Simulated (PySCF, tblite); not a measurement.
**C₅H₈Cl₂: geometry, infrared bands and NMR shifts**

Aim: predict the infrared bands and NMR shifts of C₅H₈Cl₂ (`C/C(=C/CCl)CCl`).

The runs use tblite 0.8.0 and PySCF 2.14.0, with density-fitted response routines of our own; the level of theory stands in each step. All values are computed, except where a source is named. Atoms count from 0, in the outputs and in this text.

**1. The starting structure**

15 atoms, charge 0, multiplicity 1; geometry from: force field or distance geometry start.

Bonds of the start (Å): C0–C1 1.50, C1–C2 1.36, C2–C3 1.49, C3–Cl4 1.79, C1–C5 1.51, C5–Cl6 1.78, C0–H7 1.10, C0–H8 1.09, C0–H9 1.10, C2–H10 1.09, C3–H11 1.09, C3–H12 1.08, C5–H13 1.09, C5–H14 1.10.

**2. Geometry optimisation with GFN2-xTB**

Job settings and geometry (Å):

```
{"job": {"kind": "relax", "xc": "GFN2-xTB", "basis": "xTB"}, "charge": 0, "multiplicity": 1}
C     -1.712200    -0.901400    -0.297400
C     -0.460100    -0.128700    -0.018000
C      0.735700    -0.549300    -0.510400
C      2.060900     0.121800    -0.367200
Cl     3.045900    -0.817200     0.794500
C     -0.631300     1.059000     0.893600
Cl    -1.090200     2.486300    -0.062300
H     -2.446700    -0.250300    -0.790600
H     -1.539000    -1.765300    -0.945300
H     -2.164400    -1.271300     0.639400
H      0.741500    -1.440800    -1.139200
H      1.992200     1.139600     0.005600
H      2.577700     0.135200    -1.310600
H     -1.400200     0.877000     1.641900
H      0.285800     1.313300     1.444000
```

On the command line:

```bash
> OMP_NUM_THREADS=1 python probes_run.py task.json out
```

One launch serves the whole session: the jobs run in the order shown.

**Question.** This job is followed by: GFN2-xTB harmonic vibrations, gas phase; GIAO PBE0/pcSseg-1 NMR shielding, non-relativistic, gas phase. Predict these results of the whole session: strongest single infrared mode (GFN2-xTB); zero-point energy (GFN2-xTB); 13C shifts against TMS (PBE0/pcSseg-1); 1H shifts against TMS (PBE0/pcSseg-1, means over atoms taken as alike); 35Cl shifts against HCl (PBE0/pcSseg-1).

**Answer**, as computed:

```
                                                              quantity                               value
                             strongest single infrared mode (GFN2-xTB)                3080 cm⁻¹, 23 km/mol
                                          zero-point energy (GFN2-xTB)                       72.8 kcal/mol
                                13C shifts against TMS (PBE0/pcSseg-1)  153.9, 136.1, 47.1, 44.6, 26.4 ppm
1H shifts against TMS (PBE0/pcSseg-1, means over atoms taken as alike)          6.16, 4.26, 4.20, 2.00 ppm
                               35Cl shifts against HCl (PBE0/pcSseg-1)                        135, 126 ppm
```

**Reading.** The optimisation took 93 steps and gained 0.095 eV; among the close pairs (by a distance rule), C1–C2 changed most, from 1.360 to 1.332 Å. All 39 modes are real, so the xTB geometry is a minimum. The strongest single mode, at 3080 cm⁻¹, moves mainly H10. GFN2-xTB is a fitted tight-binding method: band positions and strengths are rough. Its intensities can rank the bands wrongly. The most deshielded hydrogen is H10 (hydrogen on an alkene CH), at 6.16 ppm: attached to an sp2 carbon and in the plane of the double bond.
